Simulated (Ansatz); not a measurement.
NaLaMnMoO6:

```
Na La Mn Mo O
1.0
     5.10934   -0.00669    0.01056
    -0.23945    5.68925    0.00703
    -0.92899   -2.82542    5.11884
Na La Mn Mo O
1 1 1 1 6
Direct
  0.40776 0.38086 0.07519
  0.03690 0.66325 0.68598
  0.44271 0.04268 0.40638
  0.90251 0.96387 0.30442
  0.73627 0.69569 0.99417
  0.72288 0.91846 0.55299
  0.70112 0.27368 0.37292
  0.19224 0.75325 0.36660
  0.17926 0.03365 0.11672
  0.20034 0.27462 0.63197
```

The cell was built by a generator and needn't be a form met in nature.

Base run:

- Program: Ansatz 0.2.0
- Functional: PBE
- Potentials or basis: all-electron LAPW, scalar-relativistic
- Cutoff: 461 eV
- Density cutoff: 1843 eV
- Basis error allowed: 0.002 eV/atom
- k mesh: 4 × 4 × 4
- Occupations: fermi-dirac, width 0.05 eV
- Spin: collinear spin, ferromagnetic start
- Starting moments: [0.0, 0.0, 4.0, 1.0, 0.0, 0.0, 0.0, 0.0, 0.0, 0.0] μB
- Hubbard terms: La f U = 6 eV, Mn d U = 6 eV, Mo d U = 6 eV

Its results: band gap on the k mesh 1.04 eV, indirect (least direct gap 1.14 eV); pressure 6.5 GPa; net moment 5.00 μB per cell; site moments Na +0.00; La +0.01; Mn +3.67; Mo +0.68; O -0.04, +0.01, -0.01, -0.05, -0.00, +0.05 μB; largest force 3.140 eV/Å.

Task: After a change of settings the same cell gave: band gap on the k mesh 1.55 eV, indirect (least direct gap 1.66 eV); pressure 2.7 GPa; net moment 3.00 μB per cell; site moments Na +0.00; La +0.01; Mn +3.35; Mo -0.46; O +0.04, -0.02, -0.03, +0.07 μB; largest force 1.045 eV/Å. Which change was it?
A. hubbard terms from La f U = 6 eV, Mn d U = 6 eV, Mo d U = 6 eV to none
B. functional from PBE to revPBE; hubbard terms from La f U = 6 eV, Mn d U = 6 eV, Mo d U = 6 eV to none
C. hubbard terms from La f U = 6 eV, Mn d U = 6 eV, Mo d U = 6 eV to La f U = 3 eV, Mn d U = 3 eV, Mo d U = 3 eV

Result: C.

Caveats: the magnetic state may not be the lowest; U is the effective U less J, on atomic orbitals that reach past the spheres; spin-orbit coupling is left out, which moves the levels of the heavy elements; a cell with one magnetic atom can't hold antiferromagnetic order, which such compounds often take; forces of over 1 eV/Å show positions far from the minimum, so gaps and moduli don't describe the material at rest.

Not every run made on this cell is shown here.
